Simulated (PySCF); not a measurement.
# C4H9FGaN: electronic excitations

Aim: predict the electronic excitations of C4H9FGaN (`C=C[CH2][Ga]([F])[NH]C`).

Computed with PySCF 2.14.0, with density-fitted response routines of our own, on a single molecule in the gas phase. Atoms are numbered from 0 throughout.

### Step 1. The molecule as given

16 atoms, charge 0, multiplicity 1; geometry from: GFN2-xTB.

Bonds of the start (Å): C0–C1 1.33, C1–C2 1.48, C2–Ga3 2.07, Ga3–F4 1.77, Ga3–N5 1.85, N5–C6 1.46, C0–H7 1.08, C0–H8 1.08, C1–H9 1.08, C2–H10 1.09, C2–H11 1.09, N5–H12 1.02, C6–H13 1.09, C6–H14 1.10, C6–H15 1.09.

### Step 2. Excited states and response: CAM-B3LYP/def2-SVPD

What the job is given:

```
{"job": {"kind": "uv", "xc": "CAM-B3LYP", "basis": "def2-SVPD", "nstates": 8, "ntriplets": 3}, "charge": 0, "multiplicity": 1}
C     -2.089511    -1.055715     0.916513
C     -1.756095     0.142520     0.458291
C     -1.498057     0.447649    -0.964555
Ga     0.528107     0.657748    -1.353619
F      0.964669     1.282758    -2.951569
N      2.060244     0.179279    -0.432100
C      2.178501    -0.197886     0.971844
H     -2.280388    -1.230924     1.961434
H     -2.189858    -1.904884     0.259609
H     -1.661625     0.975108     1.146716
H     -1.861746    -0.341442    -1.627895
H     -1.934878     1.402423    -1.271070
H      2.923810     0.583714    -0.782411
H      1.212732    -0.561428     1.323683
H      2.488700     0.636750     1.610161
H      2.907797    -1.006725     1.082604
```

Method: TDDFT CAM-B3LYP/def2-SVPD, vertical, gas phase, core orbitals frozen in the response.

Started as:

```bash
$ OMP_NUM_THREADS=1 python probes_run.py task.json out
```

The driver reads the jobs from task.json and runs them one after another.

Predict these results of the whole session: lowest singlet (CAM-B3LYP/def2-SVPD); brightest single state of those computed; lowest triplet.

The runs gave:

```
                                quantity                        value
    lowest singlet (CAM-B3LYP/def2-SVPD)  5.22 eV (237 nm), f = 0.039
brightest single state of those computed  state 6, 6.84 eV, f = 0.244
                          lowest triplet                      4.10 eV
```

In words: The first singlet state (HOMO→LUMO 0.78, HOMO−1→LUMO 0.12) lies at 5.22 eV and is weak; of the 8 states computed, the strongest absorption comes from state 6 at 6.84 eV. The lowest triplet lies 1.13 eV below the lowest singlet (triplets in Tamm-Dancoff, singlets in full TDDFT).
